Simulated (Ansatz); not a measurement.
Working through a test of the smearing width of SrMg3, space group P-6m2

With the Ansatz DFT code, driven from Python.

Run as a notebook:

```python
import warnings

import ansatz as az
import matplotlib.pyplot as plt
```

```python
XC = "pbesol"
MESH = (8, 8, 2)
```

```python
warnings.simplefilter("ignore", az.DeckWarning)
```

```python
srmg3 = (
    az.Lattice.of([3.568682, 0.0, 0.0], [-1.784341, 3.090569, 0.0], [0.0, 0.0, 10.942393])
    .atom("Sr", [2 / 3, 1 / 3, 0.5])
    .atom("Mg", [2 / 3, 1 / 3, 0.0])
    .atom("Mg", [0.0, 0.0, 0.22818])
    .atom("Mg", [0.0, 0.0, 0.77182])
)
```

```python
base = srmg3.calculation()
base = base.functional(XC)
base = base.basis(34 * az.Ry).kpoints(*MESH)
```

```python
rows = []
for value in [0.5, 0.3, 0.2, 0.1]:
    summary = base.occupations("fermi_dirac", width=value).run().report
    rows.append((value, summary["free_energy_ev"] / len(summary["lattice"]["sites"]), summary["n_iterations"], summary["n_kpoints"]))
```

```python
print("  width (eV)   F/atom (eV)    iterations      k-points")
for row in rows:
    print(f"{str(row[0]):>12s}  {row[1]:12.5f}  {row[2]:12d}  {row[3]:12d}")
```

      width (eV)   F/atom (eV)    iterations      k-points
             0.5   -2307.21861             7            20
             0.3   -2307.04505             8            20
             0.2   -2306.98848             8            20
             0.1   -2306.95424             7            20

```python
# differences from the last row
for row in rows[:-1]:
    shift = 1000 * (row[1] - rows[-1][1])
    print(f"{row[0]}: {shift:+.2f} meV/atom" + ("  (within 2 meV)" if abs(shift) < 2 else ""))
plt.figure(figsize=(4.5, 3))
plt.plot([str(row[0]) for row in rows], [1000 * (row[1] - rows[-1][1]) for row in rows], "o-")
plt.xlabel("width (eV)")
plt.ylabel("F - F(last) (meV/atom)")
plt.tight_layout()
plt.savefig("smear.png", dpi=100)
```

    0.5: -264.37 meV/atom
    0.3: -90.82 meV/atom
    0.2: -34.24 meV/atom

Going from 0.1 to 0.5 eV changes F by -264.4 meV an atom. With this scheme F falls roughly as the square of the width; the report's estimate for zero width (energy_sigma0_ev) moves by only -10.8 meV.

What to keep in mind:
- For a metal this k-point mesh is coarse: on a finer one energies can move by several to tens of meV an atom and pressures by half a GPa or more, differences at one mesh by less.
- A Fermi-Dirac width this large means warm electrons, whose thermal share enters the free energy.
- The narrowest width needs the finest mesh, so the last row is no converged reference.
- This cell is a computed structure, which may not be the phase found in nature.
- Timing: 21 s on 1 thread of Arm Neoverse V1, with other jobs on the host, peak memory 0.43 GiB.
